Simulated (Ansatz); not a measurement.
The system is Ta3N.

```
Ta N
1.0
     3.03222    0.00000    0.00000
    -1.51611    2.62598    0.00000
     0.00000    0.00000    7.52414
Ta N
3 1
Direct
  0.66667 0.33333 0.82607
  0.33333 0.66667 0.17393
  0.00000 0.00000 0.50000
  0.00000 0.00000 0.00000
```

The cell comes from a database or a generator and needn't be the stable form of this composition.

* Program: Ansatz 0.2.0
* Task: relaxation of cell and atoms
* Functional: PBEsol
* Potentials or basis: Ansatz PAW
* Cutoff: 420 eV (not typed: the program's choice for these potentials)
* k mesh: 10 × 10 × 4
* Occupations: fermi-dirac, width 0.05 eV
* Spin: no spin polarisation

At the start: volume 14.98 Å³/atom.

Problem. Where does the relaxation end?

Solution. It ends after 8 steps and the volume is 14.52 Å³/atom (-3.1 %); space group P-3m1 (No. 164, to 0.05 Å).

Step by step:
| step | energy change (eV) | largest force (eV/Å) | volume (Å³) |
| --- | --- | --- | --- |
| 1 | 0.0000 | 0.3941 | 59.91 |
| 2 | -0.0515 | 0.1709 | 58.25 |
| 3 | -0.0537 | 0.0477 | 58.04 |
| 4 | -0.0540 | 0.0050 | 58.08 |
| 5 | -0.0541 | 0.0001 | 58.08 |
| 6 | -0.0519 | 0.0000 | 58.08 |
| 7 | -0.0519 | 0.0001 | 58.07 |
| 8 | -0.0519 | 0.0001 | 58.07 |

Final structure:
```xyz
4
Lattice="2.9990 0.0000 0.0000 -1.4995 2.5972 0.0000 0.0000 0.0000 7.4550" Properties=species:S:1:pos:R:3 pbc="T T T"
Ta    1.4995    0.8657    6.1679
Ta    0.0000    1.7315    1.2872
Ta    0.0000    0.0000    3.7275
N     0.0000    0.0000    0.0000
```

Caveat: the plane-wave basis is chosen anew once the cell has moved, so the energies of steps on either side of that aren't comparable; the PAW data sets come from PBE, with cores solved anew for the run's functional, which leaves a small shift of forces and pressure.
